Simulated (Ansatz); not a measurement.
# Cu3O2: the cost of one run

Method: DFT PBEsol, scalar-relativistic, plane waves, PAW, in Ansatz 0.2.0.

1 further run of the same task is left out (it didn't finish).

## Step 1: The system as given

The structure is tetragonal, space group I4/mmm (No. 139). Conventional cell: a = 3.969 Å, b = 3.969 Å, c = 7.261 Å, α = 90.00°, β = 90.00°, γ = 90.00°. Cu (site symmetry -4m2) has 2 O at 1.82 Å as nearest neighbours. Around Cu (site symmetry 4/mmm) lie 4 O at 1.98 Å. O (site symmetry mmm) is surrounded by 4 Cu at 1.82 to 1.98 Å.

As a file:

```
CELL_PARAMETERS angstrom
-1.98469 1.98469 3.63045
1.98469 -1.98469 3.63045
1.98469 1.98469 -3.63045
ATOMIC_POSITIONS crystal
Cu 0.25000 0.75000 0.50000
Cu 0.75000 0.25000 0.50000
Cu 0.00000 0.00000 0.00000
O 0.00000 0.50000 0.50000
O 0.50000 0.00000 0.50000
```

It goes back to an entry of the Materials Project, which need not be the stable form.

It is the result of an earlier relaxation at this level (volume 11.44 Å³/atom; gap on the mesh: none (metal)).

## Step 2: Zero of energy

Reference values: F = -20884.5311 eV; pressure 0.01 GPa; largest force 0.000 eV/Å; gap on the mesh none (metal). It was computed beforehand with the settings of the runs below.

## Step 3: The scan: energy and stress against strain

The cell is strained by ε times the Voigt pattern (1, -1, 0, 0, 0, 0) (xx, yy, zz, yz, xz, xy; engineering shear), with fractional coordinates fixed (clamped ions). The stress on the pattern is the sum of the stress components weighted by it, tension positive.

## Step 4: At ε = -0.0400

input.yaml reads:

```yaml
crystal:
  lattice:
    - [-1.9052986071, 2.0640734911, 3.63045149]
    - [1.9052986071, -2.0640734911, 3.63045149]
    - [1.9052986071, 2.0640734911, -3.63045149]
  atoms:
    - { symbol: Cu, position: [0.25, 0.75, 0.5] }
    - { symbol: Cu, position: [0.75, 0.25, 0.5] }
    - { symbol: Cu, position: [0.0, 0.0, 0.0] }
    - { symbol: O, position: [0.0, 0.5, 0.5] }
    - { symbol: O, position: [0.5, 0.0, 0.5] }
basis:
  ecutwfc: 420
kpoints:
  mp_grid: { grid: [16, 16, 16] }
hamiltonian:
  xc: pbesol
scf:
  occupations: { method: gaussian, width: 0.15 }
output:
  forces: true
  stress: true
  eigenvalues: true
  write_density: true
  write_potential: true
  elf: true
  volumetric_format: npy
```

The run is started by

```
> ansatz run input.yaml --threads 1 --pin off --max-ram 2560MiB --backend cpu --events-out ev --progress --plain --runs-dir out
```

Q: Estimate wall time and peak memory on 1 thread of Intel Xeon at 2.50GHz (Skylake/Cascade Lake), shared host.

About 2.7 min, with a peak of 1.1 GiB.
